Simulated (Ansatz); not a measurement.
# BGeF (singlet): wave-function methods side by side, cc-pVDZ

One table from this session's results is given with a row withheld; the runs are named, their logs left out.

Computed with Ansatz 0.2.0, Gaussian basis. Level: cc-pVDZ, core rule «outside noble gas», up to 16 orbitals frozen.

The runs, in order: UHF; CCSD(T) on RHF; CCSD(T) on UHF; BCCD(T) on RHF; CISD; CCSDT(Q) on RHF; CCSDT(Q) on UHF; CASSCF and MRCISD+Q, 12 electrons in 11 orbitals; CASSCF and NEVPT2, 12 electrons in 11 orbitals.

25 further runs of the same task are left out: 2 for a known fault of the program, 11 that didn't finish, 12 set aside as unsound or not needed. Runs told in other sessions of the task aren't counted.

## The system

The geometry is a PBE0/def2-TZVP stationary point (not a proven minimum) of the parent state, kept for this charge and spin. No spin-orbit coupling is included. The filled d shell of Ge may be among the frozen orbitals whatever the setting's name suggests.

3 atoms, charge 0, spin multiplicity 1.

Atoms are counted from 1 here; the program's logs count them from 0.

Bond lengths: F1–B2 1.280 Å, B2–Ge3 1.971 Å. Angles: F1–B2–Ge3 180.0°.

Set-up of the first run:

in.yaml

```yaml
crystal:
  periodic: [false, false, false]
  atoms:
    - {symbol: F, position_ang: [0.000000, 0.000000, -1.510700]}
    - {symbol: B, position_ang: [0.000000, 0.000000, -0.230200]}
    - {symbol: Ge, position_ang: [0.000000, 0.000000, 1.740900]}
basis:
  gaussian: {orbitals: cc-pVDZ}
magnetization: {spin_polarized: true, initial_magnetization: 0}
hamiltonian: {xc: hf}
output: {orbitals: {seedname: orbitals}}
```

Started as:

```bash
$ ansatz run in.yaml --threads 1 --pin off --events-out ev --progress --plain --max-ram 2393MiB
```

Steps of the session up to this table: UHF; CCSD(T) on RHF; CCSD(T) on UHF; BCCD(T) on RHF; CISD; CCSDT(Q) on RHF; CCSDT(Q) on UHF; CASSCF and MRCISD+Q, 12 electrons in 11 orbitals; CASSCF and NEVPT2, 12 electrons in 11 orbitals.

One of the session's tables, all rows but one given; the rest of the session is left out.

```
          method  from RCCSDT(Q) (meV)
             RHF               +9983.0
             UHF                     ?
            RMP2               +1213.9
            UMP2                +642.6
           RCCSD                +486.5
           UCCSD                 -18.3
        RCCSD(T)                +186.5
        UCCSD(T)                -320.6
         BCCD(T)                +181.0
          RCCSDT                 +87.8
          UCCSDT                -507.5
       RCCSDT(Q)                     0
       UCCSDT(Q)                -604.5
  CASSCF valence               +6522.1
  NEVPT2 valence               +1752.2
  MRCISD valence                +846.1
MRCISD+Q valence                +398.2
```

Q: Estimate the row for UHF from the others.

As computed: from RCCSDT(Q) (meV): +9072.8. In the column «from RCCSDT(Q) (meV)» it lies between CASSCF valence (+6522.1) and RHF (+9983.0).

Not comparable, so not listed: CISD (they don't share determinant, frozen orbitals or solution with the rows shown, or repeat one).

Caveats from the session: The determinant of CCSD(T) (⟨S²⟩ 1.01) is far from a pure spin state, so its energy mixes those of several spin states; high orders of coupled cluster remove much of that, low ones don't. The report flags that the cluster equations may have other roots. The determinant of CCSDT(Q) (⟨S²⟩ 1.01) is far from a pure spin state, so its energy mixes those of several spin states; high orders of coupled cluster remove much of that, low ones don't. The program flags UCCSD(T), RCCSDT(Q), UCCSDT(Q) as in doubt, so the zero of the table is itself unsure. Warnings: restricted reference is unstable; spin contamination. Restricted and unrestricted rows rest on different reference determinants; a gap between their highest levels can come from leftover correlation error, from unlike frozen cores or from another state.
